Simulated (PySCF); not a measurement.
# CH6Ge: the cost of one run

The runs use PySCF 2.14.0; levels as typed in each script, gas phase, geometry from GFN2-xTB.

### Step 1. The starting structure

SMILES `C[GeH3]`, 8 atoms, charge 0, spin multiplicity 1.

Bond lengths: C1–Ge2 1.959 Å, C1–H3 1.087 Å, C1–H4 1.087 Å, C1–H5 1.087 Å, Ge2–H6 1.494 Å, Ge2–H7 1.494 Å, Ge2–H8 1.494 Å. Angles: Ge2–C1–H3 110.8°, Ge2–C1–H4 110.8°, Ge2–C1–H5 110.8°, H3–C1–H4 108.1°, H3–C1–H5 108.2°, H4–C1–H5 108.1°, C1–Ge2–H6 111.4°, C1–Ge2–H7 111.4°, C1–Ge2–H8 111.5°, H6–Ge2–H7 107.5°, H6–Ge2–H8 107.2°, H7–Ge2–H8 107.6°.

As a file:

```mol
CH6Ge
  3D, bonds by distance, orders not assigned

  8  7  0  0  0  0  0  0  0  0999 V2000
   -1.5689    0.0002    0.0000 C   0  0
    0.3897   -0.0001   -0.0001 Ge  0  0
   -1.9547   -0.5836    0.8320 H   0  0
   -1.9546   -0.4284   -0.9220 H   0  0
   -1.9543    1.0130    0.0894 H   0  0
    0.9345    0.5884    1.2607 H   0  0
    0.9341   -1.3865   -0.1207 H   0  0
    0.9378    0.8007   -1.1355 H   0  0
  1  2  8  0
  1  3  8  0
  1  4  8  0
  1  5  8  0
  2  6  8  0
  2  7  8  0
  2  8  8  0
M  END
```

### Step 2. Stretching a bond (6-311g**)

File input.py:

```python
import numpy as np
from pyscf import gto, scf, mcscf

mol = gto.M(atom='''
C     -1.56891     0.00021     0.00001
Ge     0.38971    -0.00015    -0.00012
H     -1.95468    -0.58361     0.83197
H     -1.95459    -0.42837    -0.92203
H     -1.95432     1.01302     0.08941
H      0.93445     0.58841     1.26066
H      0.93409    -1.38646    -0.12071
H      0.93780     0.80068    -1.13547
''', basis='6-311g**', charge=0, spin=0, verbose=4)
# stretch the bond between atoms 1 and 2, from long to short, fragments rigid
a, b, move = 0, 1, [1, 5, 6, 7]
xyz = mol.atom_coords(unit='Angstrom')
u = xyz[b] - xyz[a]
r0 = np.linalg.norm(u)
rows, last, dm_u = [], None, None
for r in [5.49, 4.31, 3.53, 3.04, 2.65, 2.35, 2.16, 1.96, 1.8]:
    new = xyz.copy()
    new[move] += u / r0 * (r - r0)
    m = mol.set_geom_(new, unit='Angstrom', inplace=False)
    rhf = scf.RHF(m).density_fit(auxbasis='def2-universal-jkfit').run()
    uhf = scf.UHF(m).density_fit(auxbasis='def2-universal-jkfit').newton()
    if dm_u is None:
        c = rhf.mo_coeff
        h = m.nelectron // 2 - 1
        ca, cb = c.copy(), c.copy()
        ca[:, h], cb[:, h] = (c[:, h] + c[:, h + 1]) / 2**.5, (c[:, h] - c[:, h + 1]) / 2**.5
        dm_u = np.array([x[:, :h + 1] @ x[:, :h + 1].T for x in (ca, cb)])
    uhf.kernel(dm0=dm_u)
    for _ in range(3):
        c, _, stable, _ = uhf.stability(return_status=True)
        if stable:
            break
        uhf.kernel(c, uhf.mo_occ)
    dm_u = uhf.make_rdm1()
    mc = mcscf.CASSCF(rhf, 2, 2)
    mc.natorb = True
    mc.fix_spin_(ss=0)
    guess = mcscf.addons.make_natural_orbitals(uhf)[1] if last is None else mcscf.project_init_guess(mc, last.mo_coeff, last.mol)
    mc.kernel(guess)
    last = mc
    act = slice(mc.ncore, mc.ncore + mc.ncas)
    print('r %.3f  RHF %.6f  UHF %.6f  <S^2> %.3f  CASSCF %.6f  occupations' % (r, rhf.e_tot, uhf.e_tot, uhf.spin_square()[0], mc.e_tot), mc.mo_occ[act].round(4))
    rows.append((new, rhf.e_tot, uhf.e_tot, uhf.spin_square()[0], mc.e_tot, mc.mo_occ[act], mc.mo_coeff[:, act], dm_u[0] - dm_u[1], rhf.converged and uhf.converged and mc.converged))
    np.savez('result.npz', **{k: [row[i] for row in rows] for i, k in enumerate('xyz rhf uhf s2 cas occ c spin ok'.split())})
```

On the command line:

```
$ OMP_NUM_THREADS=1 python input.py
```

Q: Estimate wall time and peak memory on 1 thread of Arm Neoverse N1, shared host.

About 9.8 min, with a peak of 0.25 GiB.
